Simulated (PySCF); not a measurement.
# C2H6FPSi: the cost of one run

The runs use PySCF 2.14.0, with density-fitted response routines of our own; the level of theory stands in each step. All values are computed, except where a source is named. Atoms count from 0, in the outputs and in this text.

**1. The molecule as given**

11 atoms, charge 0, multiplicity 1; geometry from: GFN2-xTB. The atoms were then displaced at random by about 0.01 Å, so the start is not that level's minimum.

Bonds of the start (Å): F0–C1 1.38, C1–C2 1.52, C2–Si3 1.92, Si3–P4 2.19, Si3–C1 1.91, C1–H5 1.08, C2–H6 1.10, C2–H7 1.05, Si3–H8 1.47, P4–H9 1.39, P4–H10 1.41.

**2. Geometry optimisation at PBE0-D3(BJ)/def2-SVP**

The job: settings as JSON, then the geometry in Å.

```
{"job": {"xc": "PBE0", "basis": "def2-SVP", "d3": "d3bj", "grid": 1, "shake": 0.01, "kind": "geom"}, "charge": 0, "multiplicity": 1}
F      0.105400     1.725630    -1.054710
C     -0.803990     0.741610    -0.744260
C     -0.960370     0.471890     0.745540
Si    -0.079330    -0.942480    -0.198570
P      2.085500    -1.273930    -0.214420
H     -1.708770     0.899730    -1.320280
H     -0.331430     1.118620     1.381970
H     -1.938850     0.401960     1.113180
H     -0.962060    -2.076500    -0.502110
H      2.394550     0.064570    -0.401010
H      2.237460    -1.156940     1.179010
```

Run with:

```console
> OMP_NUM_THREADS=1 python probes_run.py task.json out
```

This one command runs all jobs of the session in turn.

Q: Estimate the wall time and peak memory of this first job on 1 thread of Arm Neoverse V1, shared host.

About 27 s, with a peak of 0.46 GiB.
